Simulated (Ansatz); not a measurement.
An input for Ansatz 0.2.0 (NaTb2Sc2FeO9):

File input.yaml:

```yaml
crystal:
  lattice:
    - [4.79467, -2.76916, 0.0]
    - [4.79467, 2.76916, 0.0]
    - [-0.14303, 0.0, 6.76906]
  atoms:
    - { symbol: Na, position: [0.0, 0.0, 0.0] }
    - { symbol: Tb, position: [0.68705, 0.68705, 0.30973], spin: 6.0 }
    - { symbol: Tb, position: [0.31295, 0.31295, 0.69027], spin: 6.0 }
    - { symbol: Sc, position: [0.66703, 0.66703, 0.82909] }
    - { symbol: Sc, position: [0.33297, 0.33297, 0.17091] }
    - { symbol: Fe, position: [0.0, 0.0, 0.5], spin: 3.0 }
    - { symbol: O, position: [0.0, 0.5, 0.0] }
    - { symbol: O, position: [0.5, 0.5, 0.0] }
    - { symbol: O, position: [0.5, 0.0, 0.0] }
    - { symbol: O, position: [0.36333, 0.87959, 0.60677] }
    - { symbol: O, position: [0.87959, 0.36333, 0.60677] }
    - { symbol: O, position: [0.63667, 0.12041, 0.39323] }
    - { symbol: O, position: [0.12041, 0.63667, 0.39323] }
    - { symbol: O, position: [0.885, 0.885, 0.70664] }
    - { symbol: O, position: [0.115, 0.115, 0.29336] }
hamiltonian:
  xc: pbe
  pseudopotentials: { kind: nc }
magnetization:
  spin_polarized: true
kpoints:
  mp_grid: { grid: [6, 6, 4] }
scf:
  occupations: { method: fermi_dirac, width: 0.05 }
output:
  forces: true
  stress: true
  eigenvalues: true
```

Potentials or basis: Ansatz NC.

Run with:

```console
$ ansatz run input.yaml --threads 8 --pin off --max-ram 20480MiB --backend cpu --events-out ev --progress --plain --runs-dir out
```

**Question.** What does the program do with it?

**Answer.** The run stopped without a result. It printed:

Output:

```text
Error: no pseudopotential record for Tb at <dir> Nothing was run.
  By this build's list the table `kind: nc`, `accuracy: standard` of `hamiltonian.pseudopotentials` has no Tb in this build's library.
Fix: take Tb from another table that serves this run, or name a record of your own for Tb alone.
  `kind`, and `accuracy` or `source` (`level` with this project's own files alone, `core` of norm-conserving files with no table named), under `hamiltonian.pseudopotentials` apply to every element of the deck. For PBE this build's library has files of Tb, which may not all serve this run, under
    kind: nc       accuracy: lanthanide_3plus (`lanthanide_3plus` for 3+ ions alone)
    kind: paw      source: ansatz or jth, or accuracy: standard or stringent (the limits of `source: ansatz`: that key's Limitations)
  To change Tb alone, name a record of the deck's `kind` under `hamiltonian.pseudopotentials.azcp`, as `Tb: <path>` (`python -m ansatz.pseudopotential add <file.upf> <file.azcp>` makes one from a UPF file).
  `python` is the interpreter of the environment that holds the engine's wheel, or a checkout's `.venv/bin/python`.
```
